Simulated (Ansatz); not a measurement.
# C11H13ClTi: geometry optimisation

What shape does C11H13ClTi take? The plan is to relax it, and look at its orbitals and charge.

Program: Ansatz 0.2.0, Gaussian basis. Level of theory: RKS PBE0-D4/def2-TZVP. These are calculated values, not measurements.

The runs, in order: relaxation at PBE0-D4/def2-TZVP; a single point in def2-TZVPP for the fields.

## Step 1: The system as given

SMILES `[CH3][Ti]12345678([Cl])([CH]9[CH]1[CH]2[CH]3[CH]94)[CH]1[CH]5[CH]6[CH]7[CH]18`, 26 atoms, charge 0, spin multiplicity 1.

Atoms are counted from 1 here; the program's logs count them from 0.

Bond lengths: C1–Ti2 2.107 Å, C1–H14 1.097 Å, C1–H15 1.095 Å, C1–H16 1.095 Å, Ti2–Cl3 2.214 Å, Ti2–C4 2.367 Å, Ti2–C5 2.366 Å, Ti2–C6 2.399 Å, Ti2–C7 2.384 Å, Ti2–C8 2.377 Å, Ti2–C9 2.363 Å, Ti2–C10 2.344 Å, Ti2–C11 2.386 Å, Ti2–C12 2.407 Å, Ti2–C13 2.408 Å, C4–C5 1.411 Å, C4–C8 1.410 Å, C4–H17 1.083 Å and more. Angles: Ti2–C1–H14 113.0°, Ti2–C1–H15 109.8°, Ti2–C1–H16 110.7°, H14–C1–H15 108.3°, H14–C1–H16 108.0°, H15–C1–H16 106.8°, C1–Ti2–Cl3 89.2°, C1–Ti2–C4 93.1°, C1–Ti2–C5 127.8°, C1–Ti2–C6 131.7°, C1–Ti2–C7 98.6°, C1–Ti2–C8 76.7°, C1–Ti2–C9 85.0°, C1–Ti2–C10 80.4°, C1–Ti2–C11 110.5°, C1–Ti2–C12 137.2°, C1–Ti2–C13 117.9°, Cl3–Ti2–C4 81.5° and more.

As a file:

```mol
C11H13ClTi
  3D, bonds by distance, orders not assigned

 26 35  0  0  0  0  0  0  0  0999 V2000
   -0.0832   -1.5215    1.6628 C   0  0
   -0.1036   -0.3930   -0.1164 Ti  0  0
   -0.6645   -2.2211   -1.2319 Cl  0  0
   -2.4552   -0.1236   -0.0723 C   0  0
   -1.9679    0.6064   -1.1768 C   0  0
   -1.1893    1.6694   -0.6839 C   0  0
   -1.1549    1.5758    0.7208 C   0  0
   -1.9518    0.4743    1.1010 C   0  0
    2.1488   -1.0739   -0.3297 C   0  0
    2.0977    0.0124    0.5794 C   0  0
    1.7095    1.1572   -0.1419 C   0  0
    1.4949    0.7769   -1.4830 C   0  0
    1.7829   -0.5940   -1.5999 C   0  0
    0.1033   -0.9109    2.5549 H   0  0
   -1.0443   -2.0315    1.7900 H   0  0
    0.6849   -2.3004    1.6191 H   0  0
   -3.1585   -0.9455   -0.1162 H   0  0
   -2.2429    0.4422   -2.2118 H   0  0
   -0.7893    2.4852   -1.2706 H   0  0
   -0.7296    2.3047    1.3989 H   0  0
   -2.2486    0.2316    2.1127 H   0  0
    2.5130   -2.0706   -0.1151 H   0  0
    2.4574    0.0002    1.6007 H   0  0
    1.7016    2.1698    0.2392 H   0  0
    1.2941    1.4451   -2.3106 H   0  0
    1.7954   -1.1652   -2.5193 H   0  0
  1  2  8  0
  2  3  8  0
  2  4  8  0
  4  5  8  0
  5  6  8  0
  6  7  8  0
  7  8  8  0
  2  9  8  0
  9 10  8  0
 10 11  8  0
 11 12  8  0
 12 13  8  0
  1 14  8  0
  1 15  8  0
  1 16  8  0
  4 17  8  0
  5 18  8  0
  6 19  8  0
  7 20  8  0
  8 21  8  0
  9 22  8  0
 10 23  8  0
 11 24  8  0
 12 25  8  0
 13 26  8  0
  2  5  8  0
  9 13  8  0
  2  6  8  0
  2  7  8  0
  2  8  8  0
  2 10  8  0
  2 11  8  0
  2 12  8  0
  2 13  8  0
  4  8  8  0
M  END
```

The start is a GFN2-xTB geometry.

## Step 2: Geometry optimisation, PBE0-D4/def2-TZVP

Input file in.yaml:

```yaml
crystal:
  periodic: [false, false, false]
  atoms:
    - {symbol: C, position_ang: [-0.083160, -1.521530, 1.662760]}
    - {symbol: Ti, position_ang: [-0.103630, -0.392990, -0.116440]}
    - {symbol: Cl, position_ang: [-0.664550, -2.221140, -1.231880]}
    - {symbol: C, position_ang: [-2.455150, -0.123580, -0.072320]}
    - {symbol: C, position_ang: [-1.967860, 0.606380, -1.176780]}
    - {symbol: C, position_ang: [-1.189280, 1.669400, -0.683900]}
    - {symbol: C, position_ang: [-1.154860, 1.575760, 0.720830]}
    - {symbol: C, position_ang: [-1.951820, 0.474280, 1.101030]}
    - {symbol: C, position_ang: [2.148780, -1.073860, -0.329680]}
    - {symbol: C, position_ang: [2.097730, 0.012430, 0.579350]}
    - {symbol: C, position_ang: [1.709480, 1.157170, -0.141950]}
    - {symbol: C, position_ang: [1.494940, 0.776940, -1.482980]}
    - {symbol: C, position_ang: [1.782900, -0.594010, -1.599950]}
    - {symbol: H, position_ang: [0.103260, -0.910850, 2.554880]}
    - {symbol: H, position_ang: [-1.044320, -2.031520, 1.790010]}
    - {symbol: H, position_ang: [0.684950, -2.300370, 1.619110]}
    - {symbol: H, position_ang: [-3.158540, -0.945500, -0.116240]}
    - {symbol: H, position_ang: [-2.242950, 0.442160, -2.211830]}
    - {symbol: H, position_ang: [-0.789310, 2.485190, -1.270550]}
    - {symbol: H, position_ang: [-0.729610, 2.304700, 1.398930]}
    - {symbol: H, position_ang: [-2.248560, 0.231590, 2.112730]}
    - {symbol: H, position_ang: [2.512990, -2.070560, -0.115110]}
    - {symbol: H, position_ang: [2.457420, 0.000220, 1.600670]}
    - {symbol: H, position_ang: [1.701600, 2.169780, 0.239200]}
    - {symbol: H, position_ang: [1.294150, 1.445120, -2.310590]}
    - {symbol: H, position_ang: [1.795410, -1.165180, -2.519310]}
basis:
  gaussian: {orbitals: def2-TZVP}
hamiltonian: {xc: pbe0, dispersion: d4}
relax: {f_tol: 0.005, max_steps: 150}
```

Launch:

```console
> ansatz run in.yaml --threads 11 --pin off --events-out ev --progress --plain --max-ram 110592MiB --backend cuda --devices 0, --max-vram 75GiB
```

After this run come: Orbitals, density and potential.

Q: Predict the results of all the runs planned. Wanted: point group; shift from the start; total energy; dispersion term; dipole moment; HOMO, LUMO.

As calculated:

| quantity | value |
| --- | --- |
| point group | C1 |
| steps | 15 |
| shift from the start (rms) | 0.136 Å |
| total energy | -47241.3179 eV |
| dispersion term | -848 meV |
| dipole moment | 3.58 D |
| HOMO, LUMO | -6.56, -1.87 eV |

What this shows: The atoms moved 0.14 Å (rms) from the start; the bond that changed most is Ti2–Cl3, from 2.214 to 2.313 Å. No vibrations were run, so it is not proven to be a minimum. The largest Mulliken charge, -0.59 e, sits on C1. The HOMO lies mostly on Cl3 26 %; C4, C9 about 12 % each and the LUMO on Ti2 67 %; Cl3 9 %.
